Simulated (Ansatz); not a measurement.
# CH6BOSi: the cost of one run

All numbers below are computed with Ansatz 0.2.0 (RKS PBE0-D4/STO-3G).

### 1 The structure to begin with

Bond lengths: B1–C2 1.374 Å, C2–O3 1.461 Å, C2–Si4 1.969 Å, B1–H5 1.142 Å, O3–H6 0.979 Å, O3–H7 0.983 Å, Si4–H8 1.448 Å, Si4–H9 1.460 Å, Si4–H10 1.478 Å. Angles: B1–C2–O3 137.2°, B1–C2–Si4 114.0°, O3–C2–Si4 108.6°, C2–B1–H5 167.7°, C2–O3–H6 110.2°, C2–O3–H7 108.9°, H6–O3–H7 110.6°, C2–Si4–H8 109.8°, C2–Si4–H9 104.4°, C2–Si4–H10 97.6°, H8–Si4–H9 117.2°, H8–Si4–H10 115.3°, H9–Si4–H10 110.2°.

Coordinates:

```xyz
10

B    -0.7279    0.7940   -1.4440
C     0.0640    0.4681   -0.3693
O     1.2585    1.0012    0.2823
Si   -0.6282   -1.0261    0.7110
H    -1.5145    0.8688   -2.2689
H     1.7754    1.5415   -0.3494
H     1.7986    0.2525    0.6203
H    -1.6704   -1.7179   -0.0184
H    -0.9980   -0.4138    1.9835
H     0.6425   -1.7682    0.8530
```

### 2 Relaxing end A

input.yaml

```yaml
crystal:
  periodic: [false, false, false]
  atoms:
    - { symbol: B, position_ang: [-0.72791, 0.79398, -1.44403] }
    - { symbol: C, position_ang: [0.06397, 0.4681, -0.36934] }
    - { symbol: O, position_ang: [1.25848, 1.00117, 0.28232] }
    - { symbol: Si, position_ang: [-0.62817, -1.02612, 0.71096] }
    - { symbol: H, position_ang: [-1.51453, 0.86883, -2.2689] }
    - { symbol: H, position_ang: [1.77539, 1.54152, -0.34941] }
    - { symbol: H, position_ang: [1.79862, 0.25247, 0.62027] }
    - { symbol: H, position_ang: [-1.67038, -1.71788, -0.0184] }
    - { symbol: H, position_ang: [-0.99798, -0.41381, 1.98351] }
    - { symbol: H, position_ang: [0.64251, -1.76824, 0.85303] }
total_charge: 1
basis:
  gaussian: { orbitals: STO-3G }
hamiltonian:
  xc: pbe0
  dispersion: d4
relax:
  f_tol: 0.015
  max_steps: 40
output:
  orbitals: {}
```

Launch:

```console
ansatz run input.yaml --threads 1 --pin off --max-ram 2048MiB --backend cpu --events-out ev --progress --plain --runs-dir out
```

Q: Estimate wall time and peak memory on 1 thread of an Arm CPU, shared host.

About 34 s, with a peak of 0.14 GiB.
